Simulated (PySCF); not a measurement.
**[Cu2Cl]+: structure of the singlet**

Where does singlet [Cu2Cl]+ go from a linear start, is the end point a minimum, and what are its modes, charges and moments?

The runs use PySCF 2.14.0; PBE0, basis Cl def2-TZVP, Cu def2-TZVP, no relativity, density fitting.

**1. Where the work starts**

3 atoms, charge 1, spin multiplicity 1.

Bond lengths: Cl1–Cu2 2.068 Å, Cl1–Cu3 2.068 Å. Angles: Cu2–Cl1–Cu3 180.0°.

```xyz
3
charge 1 multiplicity 1
Cl    0.0000    0.0000    0.0000
Cu    0.0000    0.0000    2.0678
Cu    0.0000    0.0000   -2.0678
```

**2. Relaxing the singlet from the linear start**

The steps below are one call of a driver around PySCF. For each, scf.py gives the equivalent set-up of the SCF; relaxations use the driver's own optimiser. Before each start the driver seeks the lowest SCF state from one or more starting densities and follows internal instabilities, so scf.py alone need not reach the same state.

The program finds D∞h symmetry in the start, which this walk keeps. Threshold on the gradient: 0.0003 Eh/bohr, with a further test on the energy change.

File scf.py:

```python
from pyscf import gto, scf, dft
mol = gto.M(atom='''
Cl     0.000000     0.000000     0.000000
Cu     0.000000     0.000000     2.067800
Cu     0.000000     0.000000    -2.067800''',
    basis={'Cl': 'def2-TZVP', 'Cu': 'def2-TZVP'},
    charge=1, spin=0)
mf = dft.RKS(mol, xc='PBE0')
mf.grids.atom_grid = (50, 194)
aux = {'Cl': 'def2-universal-JKFIT', 'Cu': 'def2-universal-JKFIT'}
mf = mf.density_fit(auxbasis=aux)
mf.kernel()
```

Steps of the walk:

```tsv
step	energy (Eh)	change (kJ/mol)	largest symmetric gradient (Eh/bohr)
0	-3740.414770	0.00	0.01875
1	-3740.416724	-5.13	0.01047
2	-3740.417741	-7.80	0.00192
3	-3740.417781	-7.90	0.00023
4	-3740.417781	-7.91	0.00001
```

The walk ran for 52 s (2 threads, shared host).

End point (D∞h, 4 steps, 7.9 kJ/mol gained): Cl–Cu 2.159 Å (×2); Cu–Cl–Cu 180.0°.

**3. Vibrations and properties at this point**

The point is checked on the finer grid, and tightened if its gradient asks for it. The Hessian and the dipole derivatives come from central differences of analytic gradients, with steps of 0.01 bohr.

scf.py, as its differences from that of step 2:

```diff
@@ -4,2 +4,2 @@
-Cu     0.000000     0.000000     2.067800
-Cu     0.000000     0.000000    -2.067800''',
+Cu     0.000000     0.000000     2.159255
+Cu     0.000000    -0.000000    -2.159255''',
@@ -9 +9 @@
-mf.grids.atom_grid = (50, 194)
+mf.grids.atom_grid = (75, 302)
```

This SCF starts from the last density.

Log of the central SCF (cycles and frontier levels):

```text
init E= -3740.41763033207
  HOMO = -0.462187554963425  LUMO = -0.279864960196051  gap/eV = 4.96125
cycle= 1 E= -3740.41763033206  delta_E= 6.82e-12  |g|= 2.47e-06  |ddm|= 3.25e-06
  HOMO = -0.462188154493664  LUMO = -0.279865073502208  gap/eV = 4.96126
Extra cycle  E= -3740.41763033206  delta_E= -2.73e-12  |g|= 4.32e-06  |ddm|= 3.69e-06
converged SCF energy = -3740.41763033206
```

The whole step took 73 s.

Geometry: D∞h; Cl–Cu 2.159 Å (×2); Cu–Cl–Cu 180.0°.

Modes, for the most abundant isotopes:

```json
{"symmetry": "πu", "ω (cm⁻¹)": "67i", "IR (km/mol)": "23.4", "μ (u)": "38.71"}
{"symmetry": "σg+", "ω (cm⁻¹)": "191", "IR (km/mol)": "0.0", "μ (u)": "62.93"}
{"symmetry": "σu+", "ω (cm⁻¹)": "396", "IR (km/mol)": "52.7", "μ (u)": "38.71"}
```

With 2 modes imaginary (up to 67i cm⁻¹) this point is a saddle.

Constants and moments:

```yaml
Dipole_moment_about_the_centre_of_mass: 0.00 D
Highest_occupied_level: -12.58 eV
Lowest_empty_level: -7.62 eV
Rotational_constants: 0.02873 cm⁻¹
Zero-point_energy_real_modes: 3.5 kJ/mol
Principal_polarisabilities: 27.2, 27.2, 58.8 bohr³
Principal_traceless_quadrupole_moments_about_the_centre_of_mass: -20.30, -20.30, 40.60 D Å
```

Populations by atom (charges in e):

| atom | Mulliken | Löwdin | polar tensor | Mayer order to Cl1 |
| --- | --- | --- | --- | --- |
| Cl1 | -0.22 | 0.27 | -0.57 | – |
| Cu2,3 | 0.61 | 0.37 | 0.78 | 0.67 |

Outer orbital energies (eV). occupied: -13.43, -13.43, -13.43, -13.43, -13.37, -12.63, -12.58, -12.58; empty: -7.62, -6.69, -2.74, -2.74.

Mulliken populations on Cl1: s 5.93, p 11.24, d 0.04, f 0.00.

**4. Following the imaginary mode**

The start is the last point, displaced along its most imaginary mode.

The program finds C2v symmetry in the start, which this walk keeps. The walk stops when the largest gradient is under 0.0003 Eh/bohr and the energy has settled too.

scf.py, as its differences from that of step 3:

```diff
@@ -3,3 +3,3 @@
-Cl     0.000000     0.000000     0.000000
-Cu     0.000000     0.000000     2.159255
-Cu     0.000000    -0.000000    -2.159255''',
+Cl     0.002825     0.249984    -0.000000
+Cu    -0.000785    -0.069456     2.159255
+Cu    -0.000785    -0.069456    -2.159255''',
@@ -9 +9 @@
-mf.grids.atom_grid = (75, 302)
+mf.grids.atom_grid = (50, 194)
```

Energy and gradient, step by step:

```tsv
step	energy (Eh)	change (kJ/mol)	largest symmetric gradient (Eh/bohr)
0	-3740.418399	0.00	0.00372
1	-3740.418622	-0.58	0.00261
2	-3740.420318	-5.04	0.00526
3	-3740.422770	-11.48	0.00137
4	-3740.422865	-11.73	0.00297
5	-3740.422886	-11.78	0.00265
6	-3740.423019	-12.13	0.00048
7	-3740.423063	-12.25	0.00050
8	-3740.423073	-12.27	0.00001
```

The walk took 99 s.

End point (C2v, 8 steps, 12.3 kJ/mol gained): Cl–Cu 2.159 Å (×2); Cu–Cl–Cu 115.7°.

**5. Frequencies**

The point was taken to the finer grid, but the Hessian ran out of time, so its nature is unknown.

**6. Outcome**

| quantity | value |
| --- | --- |
| relaxations | 2 |
| converged | 2 |
| saddle points found | 1 |
| minima found | 0 |

**Reading.** No minimum was confirmed: the time limit cut the work short. The D∞h point found is a saddle, so the minimum has another shape. No equilibrium property of the molecule follows from this session.
